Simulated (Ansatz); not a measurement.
**In7GaN8: gaps at several levels of theory**

The task here is to estimate one member of a computed series from the others.

Method: DFT PBEsol, scalar-relativistic, plane waves, PAW, in Ansatz 0.2.0.

That is the level of the relaxation; later steps name their own.

### The system as given

It takes space group P3m1 (No. 156, trigonal). The conventional cell has a = 6.980 Å, b = 6.980 Å, c = 5.624 Å, α = 90.00°, β = 90.00°, γ = 120.00°. Ga (site symmetry 3m) has 4 N at 2.11 to 2.13 Å as nearest neighbours. In (site symmetry m) is surrounded by 4 N at 2.11 to 2.13 Å. In (site symmetry 3m) has 4 N at 2.11 to 2.13 Å as nearest neighbours. Around N (site symmetry 3m) lie 1 Ga at 2.11 Å and 3 In at 2.13 Å. Around N (site symmetry m) lie 4 In at 2.11 to 2.13 Å. N (site symmetry m) is surrounded by 3 In at 2.11 to 2.13 Å and 1 Ga at 2.13 Å. N (site symmetry 3m) has 4 In at 2.11 to 2.13 Å as nearest neighbours.

Coordinates:

```xyz
16
Lattice="0.0000 0.0000 -5.6236 -6.9799 0.0000 0.0000 3.4900 6.0448 0.0000" Properties=species:S:1:pos:R:3 pbc="T T T"
Ga   -3.4900    2.0149    0.0000
In    0.0000    2.0149    0.0000
In   -1.7450    5.0373    0.0000
In    1.7450    5.0373    0.0000
In   -1.7450    1.0075   -2.8118
In   -5.2349    1.0075   -2.8118
In    0.0000    4.0299   -2.8118
In   -3.4900    4.0299   -2.8118
N    -3.4900    2.0149   -3.5148
N     0.0000    2.0149   -3.5148
N    -1.7450    5.0373   -3.5148
N     1.7450    5.0373   -3.5148
N    -1.7450    1.0075   -0.7030
N    -5.2349    1.0075   -0.7030
N     0.0000    4.0299   -0.7030
N    -3.4900    4.0299   -0.7030
```

The first run:

(A quick probe on a coarse mesh, which set the mesh and smearing, is not shown.)

input.yaml

```yaml
crystal:
  lattice:
    - [0.0, 0.0, -5.62363557]
    - [-6.97990671, 0.0, 0.0]
    - [3.48995336, 6.04477653, 0.0]
  atoms:
    - { symbol: Ga, position: [0.0, 0.66666667, 0.33333333] }
    - { symbol: In, position: [0.0, 0.16666667, 0.33333333] }
    - { symbol: In, position: [0.0, 0.66666667, 0.83333333] }
    - { symbol: In, position: [0.0, 0.16666667, 0.83333333] }
    - { symbol: In, position: [0.5, 0.33333333, 0.16666667] }
    - { symbol: In, position: [0.5, 0.83333333, 0.16666667] }
    - { symbol: In, position: [0.5, 0.33333333, 0.66666667] }
    - { symbol: In, position: [0.5, 0.83333333, 0.66666667] }
    - { symbol: "N", position: [0.625, 0.66666667, 0.33333333] }
    - { symbol: "N", position: [0.625, 0.16666667, 0.33333333] }
    - { symbol: "N", position: [0.625, 0.66666667, 0.83333333] }
    - { symbol: "N", position: [0.625, 0.16666667, 0.83333333] }
    - { symbol: "N", position: [0.125, 0.33333333, 0.16666667] }
    - { symbol: "N", position: [0.125, 0.83333333, 0.16666667] }
    - { symbol: "N", position: [0.125, 0.33333333, 0.66666667] }
    - { symbol: "N", position: [0.125, 0.83333333, 0.66666667] }
basis:
  ecutwfc: 420
kpoints:
  mp_grid: { grid: [4, 3, 3] }
hamiltonian:
  xc: pbesol
scf:
  occupations: { method: gaussian, width: 0.1 }
output:
  forces: true
  stress: true
  eigenvalues: true
relax:
  adjacent_minimum: "off"
  f_tol: 0.05
  max_steps: 80
  cell: { stress_tol: 0.5 }
```

Run with:

```console
$ ansatz run input.yaml --threads 4 --pin off --max-ram 10240MiB --backend cpu --events-out ev --progress --plain --runs-dir out
```

Steps of the session up to this table: A loose first relaxation; Relaxing cell and atoms; The run at PBEsol; Levels with PBEsol on the hybrid's mesh; Levels with HSE06; The run at PBEsol, spin-orbit coupling; Levels with r2SCAN.

One of the session's tables, all rows but one given; the rest of the session is left out.

```
                      level  gap (eV)  least direct gap (eV)
                     PBEsol      0.00                   0.00
PBEsol on the hybrid's mesh      0.00                   0.00
                      HSE06         ?                      ?
PBEsol, spin-orbit coupling      0.00                   0.00
                     r2SCAN      0.23                   0.23
```

Q: Estimate the row for HSE06 from the others.

The run gave: gap (eV): 0.89; least direct gap (eV): 0.89. In the column «gap (eV)» it is the highest.

Gaps are by band count over the mesh and the named points; a gap of 0 means that the bands overlap or touch.

To keep in mind: The final runs have no spin polarisation, so no magnetic state was tried and one may lie lower.
